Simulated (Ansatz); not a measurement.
# Se: a tetragonal deformation path

An exercise on one series of results from a longer session: the logs are not shown, and one member is left open.

Method: DFT LDA, scalar-relativistic, plane waves, PAW, in Ansatz 0.2.0.

### The starting structure

It takes space group Fd-3m (No. 227, cubic). The conventional cell has a = 6.251 Å, b = 6.251 Å, c = 6.251 Å, α = 90.00°, β = 90.00°, γ = 90.00°. Se (site symmetry -43m) is surrounded by 4 Se at 2.71 Å.

As a file:

```
Se
1.0
     0.00000    3.12557    3.12557
     3.12557    0.00000    3.12557
     3.12557    3.12557    0.00000
Se
2
Direct
  0.50000 0.50000 0.50000
  0.75000 0.75000 0.75000
```

Source of the structure: the Materials Project (structure only).

Set-up of the first run:

input.yaml

```yaml
crystal:
  lattice:
    - [0.0, 3.12556657, 3.12556657]
    - [3.12556657, 0.0, 3.12556657]
    - [3.12556657, 3.12556657, 0.0]
  atoms:
    - { symbol: Se, position: [0.5, 0.5, 0.5] }
    - { symbol: Se, position: [0.75, 0.75, 0.75] }
basis:
  ecutwfc: 420
kpoints:
  mp_grid: { grid: [6, 6, 6] }
hamiltonian:
  xc: lda
scf:
  occupations: { method: gaussian, width: 0.1 }
output:
  forces: true
  stress: true
  eigenvalues: true
```

Launch:

```bash
$ ansatz run input.yaml --threads 1 --pin off --max-ram 1228MiB --backend cpu --events-out ev --progress --plain --runs-dir out
```

Among the steps run: Probe: one point at the start; The undisturbed cell; Point ρ = 0.707; ρ = 1.414; At ρ = 0.850; Point ρ = 1.200; Point ρ = 0.780; ρ = 1.300; At ρ = 0.920.

One of the session's tables, all rows but one given; the rest of the session is left out.

Collected from the runs (energy zero: the undisturbed cell):

```
    ρ  ΔE (meV/atom)  pressure (GPa)
0.707          -75.3            -5.3
0.780          -47.7            -3.6
0.850          -23.7            -2.6
0.920           -6.9            -2.0
1.000            0.0            -1.7
1.200          -32.0            -2.9
1.300              ?               ?
1.414          -66.8            -5.9
```

Estimate the missing values for ρ = 1.300.

Worked estimate for «ΔE (meV/atom)». A straight line through the neighbours (1.200, -32.0) and (1.414, -66.8) gives -32.0 + (-66.8 + 32.0) × (1.300 − 1.200) / (1.414 − 1.200) = -48.3; a parabola fitted to 3 rows on both sides gives -48.2.

The run gave: ΔE (meV/atom): -55.8; pressure (GPa): -4.2. In «ΔE (meV/atom)» the line misses by +7.5 and the parabola by +7.6.

Limits of these values: Spin polarisation is off in the runs that give these values; a magnetic solution could lie lower.
